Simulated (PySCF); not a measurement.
# OsO4: NMR shieldings

Aim: compute the NMR shieldings of OsO4 (`[O]=[Os](=[O])(=[O])=[O]`).

Programs: PySCF 2.14.0, with routines of our own; each step states its level. All values are computed. Atoms count from 0.

### 1 The system as given

5 atoms, charge 0, multiplicity 1; geometry from: GFN2-xTB.

### 2 NMR shieldings: KT2/pcJ-1 Os:dyall-v2z, spin–orbit

The job: settings as JSON, then the geometry in Å.

```
{"job": {"xc": "KT2", "basis": {"default": "pcJ-1", "Os": "dyall-v2z"}, "rel": "so", "kind": "hnmr"}, "charge": 0, "multiplicity": 1}
Os    -0.000110    -0.000030    -0.000090
O      0.010210    -0.017390     1.619170
O      1.523030     0.010080    -0.549290
O     -0.770270     1.325870    -0.520710
O     -0.762860    -1.318520    -0.549070
```

Level: KT2/pcJ-1 Os:dyall-v2z GIAO NMR shielding, X2C with spin-orbit coupling, screened-nuclear two-electron part, Gaussian nuclei, gas phase.

The run is started by

```bash
OMP_NUM_THREADS=1 python heavy_run.py task.json out
```

One launch serves the whole session: the jobs run in the order shown.

Standard output:

```text
spin-free SCF
coarse grid: 29680 points
cycle   1  E = -17594.6932849084  dE =  3.186e+00  |g| = 2.267e+01  |ddm| = 2.880e+00
cycle   2  E = -17577.3558708176  dE =  1.734e+01  |g| = 1.291e+01  |ddm| = 1.232e+01
cycle   3  E = -17359.4289842912  dE =  2.179e+02  |g| = 3.956e+01  |ddm| = 7.261e+01
cycle   4  E = -17590.3142460458  dE = -2.309e+02  |g| = 7.161e+00  |ddm| = 7.108e+01
cycle   5  E = -17589.0455693425  dE =  1.269e+00  |g| = 7.375e+00  |ddm| = 7.318e+00
cycle   6  E = -17596.8188691157  dE = -7.773e+00  |g| = 2.377e+00  |ddm| = 4.247e+00
cycle   7  E = -17597.4450505711  dE = -6.262e-01  |g| = 1.566e+00  |ddm| = 7.561e-01
cycle   8  E = -17597.3624168964  dE =  8.263e-02  |g| = 1.598e+00  |ddm| = 5.162e-01
cycle   9  E = -17597.5125552540  dE = -1.501e-01  |g| = 1.226e+00  |ddm| = 6.083e-01
cycle  10  E = -17597.6009023449  dE = -8.835e-02  |g| = 5.852e-01  |ddm| = 7.168e-01
cycle  11  E = -17597.5741698876  dE =  2.673e-02  |g| = 6.912e-01  |ddm| = 6.029e-01
cycle  12  E = -17597.6643720326  dE = -9.020e-02  |g| = 1.055e-01  |ddm| = 3.689e-01
cycle  13  E = -17597.6654283872  dE = -1.056e-03  |g| = 5.377e-02  |ddm| = 6.304e-02
cycle  14  E = -17597.6658932726  dE = -4.649e-04  |g| = 1.927e-02  |ddm| = 3.475e-02
cycle  15  E = -17597.6659631597  dE = -6.989e-05  |g| = 8.412e-04  |ddm| = 9.724e-03
cycle  16  E = -17597.6659632716  dE = -1.119e-07  |g| = 3.633e-04  |ddm| = 5.671e-04
final grid: 60608 points
cycle  17  E = -17597.6264008879  dE = -1.678e-02  |g| = 7.697e+00  |ddm| = 1.868e-03
cycle  18  E = -17597.6264183859  dE = -1.750e-05  |g| = 3.043e-01  |ddm| = 2.816e-03
cycle  19  E = -17597.6263202513  dE =  9.813e-05  |g| = 2.330e-02  |ddm| = 1.393e-02
cycle  20  E = -17597.6260916888  dE =  2.286e-04  |g| = 4.176e-02  |ddm| = 3.251e-02
cycle  21  E = -17597.6264203601  dE = -3.287e-04  |g| = 4.028e-03  |ddm| = 2.120e-02
cycle  22  E = -17597.6264224903  dE = -2.130e-06  |g| = 1.895e-04  |ddm| = 1.654e-03
cycle  23  E = -17597.6264224936  dE = -3.321e-09  |g| = 5.078e-05  |ddm| = 8.885e-05
converged SCF energy = -17597.6264224936
two-component SCF
cycle   1  E = -17588.9948907546  dE = -1.759e+04  |FDS-SDF| = 4.749e+02
cycle   2  E = -17612.0834124480  dE = -2.309e+01  |FDS-SDF| = 7.076e-01
cycle   3  E = -17612.0825972840  dE =  8.152e-04  |FDS-SDF| = 1.908e-01
cycle   4  E = -17612.0741751553  dE =  8.422e-03  |FDS-SDF| = 3.432e-01
cycle   5  E = -17612.0824291486  dE = -8.254e-03  |FDS-SDF| = 9.586e-02
cycle   6  E = -17612.0838507413  dE = -1.422e-03  |FDS-SDF| = 9.287e-03
cycle   7  E = -17612.0838582251  dE = -7.484e-06  |FDS-SDF| = 4.816e-03
cycle   8  E = -17612.0838625410  dE = -4.316e-06  |FDS-SDF| = 7.567e-04
cycle   9  E = -17612.0838626270  dE = -8.600e-08  |FDS-SDF| = 1.053e-04
cycle  10  E = -17612.0838626290  dE = -1.997e-09  |FDS-SDF| = 1.581e-05
converged, E = -17612.0838626290

Field gradients (au) and densities at the nuclei (bohr^-3)
atom        Vxx        Vyy        Vzz        centre      nuclear mean
  0 Os     0.0026     0.0035    -0.0060    1712495.438    1582800.788
  1 O     -0.1450    -0.1457     0.2906        321.316        321.305
  2 O     -0.1448    -0.1451     0.2899        321.316        321.305
  3 O     -0.1446    -0.1454     0.2901        321.316        321.305
  4 O     -0.1445    -0.1451     0.2896        321.316        321.305
without picture change
  0 Os                          -0.0072                   4410059.021

Core orbital energies (eV)
atom   shell        mean    spread
  0 Os 1s       -73729.178   0.000
  0 Os 2s       -12850.836   0.000
  0 Os 3s        -2997.439   0.000
  0 Os 4s         -638.018   0.000
  0 Os 5s          -96.279   0.000
  0 Os 2p1/2    -12294.211   0.000
  0 Os 2p3/2    -10769.059   0.000
  0 Os 3p1/2     -2750.744   0.000
  0 Os 3p3/2     -2417.111   0.000
  0 Os 4p1/2      -534.601   0.000
  0 Os 4p3/2      -456.348   0.000
  0 Os 5p1/2       -64.666   0.000
  0 Os 5p3/2       -52.726   0.001
  0 Os 3d3/2     -2008.867   0.000
  0 Os 3d5/2     -1936.763   0.001
  0 Os 4d3/2      -287.742   0.000
  0 Os 4d5/2      -273.130   0.000
  0 Os 4f5/2       -59.312   0.012
  0 Os 4f7/2       -56.532   0.018

vertical triplet (scalar unrestricted SCF): 4.534 eV

Shielding tensors (ppm)
atom      isotropic    diamagn.    paramagn.     s11        s22        s33       span
  0 Os     3798.63     8033.07    -4234.44    3797.04    3798.87    3799.99       2.96
  1 O      -276.83      405.22     -682.05    -343.41    -243.77    -243.32     100.08
  2 O      -276.75      405.22     -681.96    -343.29    -243.72    -243.23     100.06
  3 O      -276.87      405.22     -682.09    -343.34    -243.73    -243.55      99.79
  4 O      -276.82      405.22     -682.04    -343.23    -243.66    -243.57      99.65
```

Wall time 99 s (1 thread of Intel Xeon Platinum 8375C at 2.90GHz, shared host); peak memory 1.2 GiB.

From this job:

```
                       quantity        value
energy from spin-orbit coupling  -14.4574 Eh
```

### 3 NMR shieldings: B3LYP/pcJ-1 Os:dyall-v2z, spin–orbit

The job: settings as JSON, then the geometry in Å.

```
{"job": {"xc": "B3LYP", "basis": {"default": "pcJ-1", "Os": "dyall-v2z"}, "rel": "so", "kind": "hnmr"}, "charge": 0, "multiplicity": 1}
Os    -0.000110    -0.000030    -0.000090
O      0.010210    -0.017390     1.619170
O      1.523030     0.010080    -0.549290
O     -0.770270     1.325870    -0.520710
O     -0.762860    -1.318520    -0.549070
```

Level: B3LYP/pcJ-1 Os:dyall-v2z GIAO NMR shielding, X2C with spin-orbit coupling, screened-nuclear two-electron part, Gaussian nuclei, gas phase.

Standard output:

```text
spin-free SCF
coarse grid: 29680 points
cycle   1  E = -17554.3660882705  dE =  2.734e+00  |g| = 4.339e+00  |ddm| = 2.856e+00
cycle   2  E = -17540.5085206759  dE =  1.386e+01  |g| = 1.254e+01  |ddm| = 1.064e+01
cycle   3  E = -17556.0478804035  dE = -1.554e+01  |g| = 2.751e+00  |ddm| = 7.999e+00
cycle   4  E = -17557.0975453912  dE = -1.050e+00  |g| = 5.232e-01  |ddm| = 1.324e+00
cycle   5  E = -17557.0800459161  dE =  1.750e-02  |g| = 4.054e-01  |ddm| = 2.263e-01
cycle   6  E = -17557.1024530030  dE = -2.241e-02  |g| = 1.123e-01  |ddm| = 1.927e-01
cycle   7  E = -17557.1046216066  dE = -2.169e-03  |g| = 2.404e-02  |ddm| = 6.323e-02
cycle   8  E = -17557.1047153071  dE = -9.370e-05  |g| = 4.369e-03  |ddm| = 1.363e-02
cycle   9  E = -17557.1047173248  dE = -2.018e-06  |g| = 2.706e-03  |ddm| = 3.580e-03
final grid: 60608 points
cycle  10  E = -17557.1022598409  dE = -2.144e-04  |g| = 1.112e-02  |ddm| = 5.855e-03
cycle  11  E = -17557.1020804710  dE =  1.794e-04  |g| = 3.333e-02  |ddm| = 2.034e-02
cycle  12  E = -17557.1022743844  dE = -1.939e-04  |g| = 2.483e-03  |ddm| = 1.692e-02
cycle  13  E = -17557.1022742214  dE =  1.630e-07  |g| = 3.257e-03  |ddm| = 2.211e-03
cycle  14  E = -17557.1022754848  dE = -1.263e-06  |g| = 1.069e-04  |ddm| = 1.288e-03
cycle  15  E = -17557.1022754866  dE = -1.801e-09  |g| = 1.028e-05  |ddm| = 5.583e-05
converged SCF energy = -17557.1022754866
two-component SCF
cycle   1  E = -17548.4890533753  dE = -1.755e+04  |FDS-SDF| = 4.741e+02
cycle   2  E = -17571.5324092190  dE = -2.304e+01  |FDS-SDF| = 1.273e+00
cycle   3  E = -17571.5354921767  dE = -3.083e-03  |FDS-SDF| = 1.361e-01
cycle   4  E = -17571.5346991814  dE =  7.930e-04  |FDS-SDF| = 1.789e-01
cycle   5  E = -17571.5358082476  dE = -1.109e-03  |FDS-SDF| = 3.810e-02
cycle   6  E = -17571.5359594913  dE = -1.512e-04  |FDS-SDF| = 1.201e-02
cycle   7  E = -17571.5359839315  dE = -2.444e-05  |FDS-SDF| = 1.277e-03
cycle   8  E = -17571.5359853487  dE = -1.417e-06  |FDS-SDF| = 4.522e-04
cycle   9  E = -17571.5359854118  dE = -6.317e-08  |FDS-SDF| = 1.579e-04
cycle  10  E = -17571.5359854184  dE = -6.603e-09  |FDS-SDF| = 1.584e-04
cycle  11  E = -17571.5359854236  dE = -5.224e-09  |FDS-SDF| = 3.421e-05
converged, E = -17571.5359854236

Field gradients (au) and densities at the nuclei (bohr^-3)
atom        Vxx        Vyy        Vzz        centre      nuclear mean
  0 Os     0.0026     0.0036    -0.0062    1679317.568    1550206.610
  1 O     -0.1415    -0.1422     0.2837        311.880        311.869
  2 O     -0.1413    -0.1418     0.2831        311.880        311.869
  3 O     -0.1412    -0.1419     0.2832        311.880        311.869
  4 O     -0.1411    -0.1416     0.2827        311.880        311.869
without picture change
  0 Os                          -0.0074                   4330727.653

Core orbital energies (eV)
atom   shell        mean    spread
  0 Os 1s       -73732.066   0.000
  0 Os 2s       -12872.685   0.000
  0 Os 3s        -3012.986   0.000
  0 Os 4s         -646.803   0.000
  0 Os 5s         -100.393   0.000
  0 Os 2p1/2    -12320.821   0.000
  0 Os 2p3/2    -10794.455   0.000
  0 Os 3p1/2     -2766.483   0.000
  0 Os 3p3/2     -2431.964   0.000
  0 Os 4p1/2      -543.093   0.000
  0 Os 4p3/2      -464.153   0.000
  0 Os 5p1/2       -67.993   0.000
  0 Os 5p3/2       -55.765   0.001
  0 Os 3d3/2     -2020.019   0.000
  0 Os 3d5/2     -1947.786   0.001
  0 Os 4d3/2      -293.891   0.000
  0 Os 4d5/2      -279.110   0.000
  0 Os 4f5/2       -62.374   0.014
  0 Os 4f7/2       -59.554   0.021

Shielding tensors (ppm)
atom      isotropic    diamagn.    paramagn.     s11        s22        s33       span
  0 Os     3683.07     8022.86    -4339.79    3681.14    3683.35    3684.71       3.56
  1 O      -354.06      402.07     -756.13    -421.87    -320.39    -319.92     101.95
  2 O      -353.94      402.07     -756.01    -421.71    -320.33    -319.78     101.93
  3 O      -354.08      402.07     -756.15    -421.77    -320.35    -320.11     101.66
  4 O      -354.00      402.07     -756.08    -421.63    -320.25    -320.13     101.50
```

It took 4.4 min on 1 thread of Intel Xeon Platinum 8375C at 2.90GHz, shared host; peak memory 1.6 GiB.

From this job:

```csv
quantity,value
energy from spin-orbit coupling,-14.4337 Eh
```

### 4 NMR shieldings: BHandHLYP/pcJ-1 Os:dyall-v2z, spin–orbit

The job: settings as JSON, then the geometry in Å.

```
{"job": {"xc": "BHandHLYP", "basis": {"default": "pcJ-1", "Os": "dyall-v2z"}, "rel": "so", "kind": "hnmr"}, "charge": 0, "multiplicity": 1}
Os    -0.000110    -0.000030    -0.000090
O      0.010210    -0.017390     1.619170
O      1.523030     0.010080    -0.549290
O     -0.770270     1.325870    -0.520710
O     -0.762860    -1.318520    -0.549070
```

Level: BHandHLYP/pcJ-1 Os:dyall-v2z GIAO NMR shielding, X2C with spin-orbit coupling, screened-nuclear two-electron part, Gaussian nuclei, gas phase.

Standard output:

```text
spin-free SCF
coarse grid: 29680 points
cycle   1  E = -17554.0547587914  dE =  2.035e+00  |g| = 3.902e+00  |ddm| = 2.841e+00
cycle   2  E = -17546.1536567709  dE =  7.901e+00  |g| = 9.940e+00  |ddm| = 7.461e+00
cycle   3  E = -17555.9319383191  dE = -9.778e+00  |g| = 1.277e+00  |ddm| = 5.077e+00
cycle   4  E = -17556.1652753822  dE = -2.333e-01  |g| = 3.506e-01  |ddm| = 7.272e-01
cycle   5  E = -17556.1737413320  dE = -8.466e-03  |g| = 8.146e-02  |ddm| = 1.517e-01
cycle   6  E = -17556.1746994645  dE = -9.581e-04  |g| = 1.660e-02  |ddm| = 4.059e-02
cycle   7  E = -17556.1747116836  dE = -1.222e-05  |g| = 1.211e-02  |ddm| = 1.190e-02
cycle   8  E = -17556.1747342630  dE = -2.258e-05  |g| = 2.733e-03  |ddm| = 5.792e-03
cycle   9  E = -17556.1747351628  dE = -8.999e-07  |g| = 6.671e-04  |ddm| = 1.196e-03
final grid: 60608 points
cycle  10  E = -17556.1732005744  dE = -1.029e-04  |g| = 3.005e-03  |ddm| = 1.173e-03
cycle  11  E = -17556.1731994148  dE =  1.160e-06  |g| = 3.792e-03  |ddm| = 2.245e-03
cycle  12  E = -17556.1732006618  dE = -1.247e-06  |g| = 1.535e-03  |ddm| = 2.099e-03
cycle  13  E = -17556.1732008656  dE = -2.037e-07  |g| = 1.402e-04  |ddm| = 4.979e-04
cycle  14  E = -17556.1732008686  dE = -3.009e-09  |g| = 1.127e-05  |ddm| = 7.442e-05
converged SCF energy = -17556.1732008686
two-component SCF
cycle   1  E = -17547.5654956157  dE = -1.755e+04  |FDS-SDF| = 4.739e+02
cycle   2  E = -17570.5666252327  dE = -2.300e+01  |FDS-SDF| = 2.839e+00
cycle   3  E = -17570.5812362673  dE = -1.461e-02  |FDS-SDF| = 1.148e-01
cycle   4  E = -17570.5818520495  dE = -6.158e-04  |FDS-SDF| = 9.605e-02
cycle   5  E = -17570.5821737513  dE = -3.217e-04  |FDS-SDF| = 2.261e-02
cycle   6  E = -17570.5823218536  dE = -1.481e-04  |FDS-SDF| = 1.077e-02
cycle   7  E = -17570.5823822537  dE = -6.040e-05  |FDS-SDF| = 6.160e-03
cycle   8  E = -17570.5824068031  dE = -2.455e-05  |FDS-SDF| = 1.568e-03
cycle   9  E = -17570.5824092560  dE = -2.453e-06  |FDS-SDF| = 7.016e-04
cycle  10  E = -17570.5824100002  dE = -7.441e-07  |FDS-SDF| = 3.155e-04
cycle  11  E = -17570.5824101219  dE = -1.217e-07  |FDS-SDF| = 1.411e-04
cycle  12  E = -17570.5824101473  dE = -2.539e-08  |FDS-SDF| = 7.307e-05
converged, E = -17570.5824101473

Field gradients (au) and densities at the nuclei (bohr^-3)
atom        Vxx        Vyy        Vzz        centre      nuclear mean
  0 Os     0.0023     0.0040    -0.0062    1677119.193    1548064.060
  1 O     -0.1505    -0.1513     0.3018        311.562        311.552
  2 O     -0.1502    -0.1510     0.3011        311.562        311.552
  3 O     -0.1503    -0.1510     0.3013        311.562        311.552
  4 O     -0.1502    -0.1506     0.3007        311.562        311.552
without picture change
  0 Os                          -0.0074                   4325226.820

Core orbital energies (eV)
atom   shell        mean    spread
  0 Os 1s       -73935.476   0.000
  0 Os 2s       -12952.940   0.000
  0 Os 3s        -3052.269   0.000
  0 Os 4s         -666.760   0.000
  0 Os 5s         -106.880   0.000
  0 Os 2p1/2    -12392.035   0.000
  0 Os 2p3/2    -10860.595   0.000
  0 Os 3p1/2     -2801.555   0.000
  0 Os 3p3/2     -2464.432   0.000
  0 Os 4p1/2      -560.852   0.000
  0 Os 4p3/2      -481.031   0.000
  0 Os 5p1/2       -72.853   0.000
  0 Os 5p3/2       -60.239   0.001
  0 Os 3d3/2     -2046.573   0.000
  0 Os 3d5/2     -1973.817   0.001
  0 Os 4d3/2      -306.953   0.000
  0 Os 4d5/2      -291.883   0.002
  0 Os 4f5/2       -69.036   0.016
  0 Os 4f7/2       -66.122   0.022

Shielding tensors (ppm)
atom      isotropic    diamagn.    paramagn.     s11        s22        s33       span
  0 Os     3787.86     8021.12    -4233.27    3785.80    3788.12    3789.66       3.86
  1 O      -431.33      401.27     -832.60    -489.24    -402.64    -402.11      87.13
  2 O      -431.19      401.27     -832.46    -489.07    -402.58    -401.93      87.14
  3 O      -431.35      401.27     -832.62    -489.16    -402.61    -402.29      86.86
  4 O      -431.27      401.27     -832.54    -489.02    -402.48    -402.31      86.70
```

Run time: 5.6 min. Hardware: 1 thread of Intel Xeon Platinum 8375C at 2.90GHz, shared host; peak memory 1.6 GiB.

Key values:

```
                       quantity        value
energy from spin-orbit coupling  -14.4092 Eh
```

### 5 Shieldings side by side

```
                                             run      O1      O3      O2      O4     Os0     time
      step 2, KT2/pcJ-1 Os:dyall-v2z, spin–orbit  -276.8  -276.9  -276.7  -276.8  3798.6     99 s
    step 3, B3LYP/pcJ-1 Os:dyall-v2z, spin–orbit  -354.1  -354.1  -353.9  -354.0  3683.1  4.4 min
step 4, BHandHLYP/pcJ-1 Os:dyall-v2z, spin–orbit  -431.3  -431.4  -431.2  -431.3  3787.9  5.6 min
```

### 6 Summary of results

```
                                                                          quantity                                                       value
      energy from spin-orbit coupling (step 2, KT2/pcJ-1 Os:dyall-v2z, spin–orbit)                                                 -14.4574 Eh
                           shieldings (step 2, KT2/pcJ-1 Os:dyall-v2z, spin–orbit)  Os0 3798.6, O1 -276.8, O2 -276.7, O3 -276.9, O4 -276.8 ppm
    energy from spin-orbit coupling (step 3, B3LYP/pcJ-1 Os:dyall-v2z, spin–orbit)                                                 -14.4337 Eh
                         shieldings (step 3, B3LYP/pcJ-1 Os:dyall-v2z, spin–orbit)  Os0 3683.1, O1 -354.1, O2 -353.9, O3 -354.1, O4 -354.0 ppm
energy from spin-orbit coupling (step 4, BHandHLYP/pcJ-1 Os:dyall-v2z, spin–orbit)                                                 -14.4092 Eh
                     shieldings (step 4, BHandHLYP/pcJ-1 Os:dyall-v2z, spin–orbit)  Os0 3787.9, O1 -431.3, O2 -431.2, O3 -431.4, O4 -431.3 ppm
```

O1 (with its equivalent atoms) moves most between the runs, by 154 ppm; the labels say what changes from run to run. The geometry comes from tight binding, which is rough for metal atoms, and these values hang on it.
